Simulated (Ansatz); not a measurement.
**BGeHO (triplet): from Hartree-Fock to the top rungs, cc-pVDZ**

An exercise on one series of results from a longer session: the logs are not shown, and one member is left open.

Method: cc-pVDZ, core rule «outside noble gas», up to 16 orbitals frozen; program: Ansatz 0.2.0, Gaussian basis.

The runs, in order: UHF; CCSD(T) on ROHF; CCSD(T) on UHF; BCCD(T) on ROHF; CISD; CCSDT(Q) on ROHF; CCSDT(Q) on UHF; CASSCF and NEVPT2, 10 electrons in 10 orbitals.

18 further runs of the same task are left out: 7 that didn't finish, 11 set aside as unsound or not needed.

**The geometry**

The geometry is a PBE0/def2-TZVP stationary point (not a proven minimum). No spin-orbit coupling is included. The filled d shell of Ge may be among the frozen orbitals whatever the setting's name suggests; the logs give the count.

4 atoms, charge 0, spin multiplicity 3.

Atoms are counted from 1 here; the program's logs count them from 0.

Bond lengths: B1–Ge2 1.881 Å, B1–H4 1.179 Å, Ge2–O3 1.621 Å. Angles: Ge2–B1–H4 147.6°, B1–Ge2–O3 164.6°.

The first run:

Input file in.yaml:

```yaml
crystal:
  periodic: [false, false, false]
  atoms:
    - {symbol: B, position_ang: [0.000000, -0.238269, 1.884941]}
    - {symbol: Ge, position_ang: [0.000000, 0.058641, 0.027161]}
    - {symbol: O, position_ang: [0.000000, -0.119633, -1.583969]}
    - {symbol: H, position_ang: [0.000000, 0.228485, 2.967944]}
basis:
  gaussian: {orbitals: cc-pVDZ}
magnetization: {spin_polarized: true, initial_magnetization: 2}
hamiltonian: {xc: hf}
output: {orbitals: {seedname: orbitals}}
```

Run with:

```console
$ ansatz run in.yaml --threads 1 --pin off --events-out ev --progress --plain --max-ram 2393MiB
```

Among the steps run: UHF; CCSD(T) on ROHF; CCSD(T) on UHF; BCCD(T) on ROHF; CISD; CCSDT(Q) on ROHF; CCSDT(Q) on UHF; CASSCF and NEVPT2, 10 electrons in 10 orbitals.

One table of the session follows, with a row left open; its other results are not shown here.

```
   method  from RCCSDT(Q) (kcal/mol)
     ROHF                          ?
      UHF                    +232.74
     RMP2                     +20.43
     UMP2                     +21.11
    RCCSD                     +12.16
    UCCSD                     +11.98
 RCCSD(T)                      +1.78
 UCCSD(T)                      +1.86
  BCCD(T)                      +1.62
   RCCSDT                      +0.82
   UCCSDT                      +0.81
RCCSDT(Q)                          0
UCCSDT(Q)                      -0.76
```

**Question.** Estimate the row for ROHF.

**Answer.** from RCCSDT(Q) (kcal/mol): +236.48. In the column «from RCCSDT(Q) (kcal/mol)» it is the highest.

Not comparable, so not listed: CISD (they don't share determinant, frozen orbitals or solution with the rows shown, or repeat one).

To keep in mind: Left out of the table: CASSCF frontier, NEVPT2 frontier (the active space lost an orbital or holds another state than full CI finds). Restricted and unrestricted rows rest on different reference determinants; where their highest levels disagree by more than a few hundredths of an eV, they describe different states and don't form one ladder. Warnings in the runs' records: passed over end.
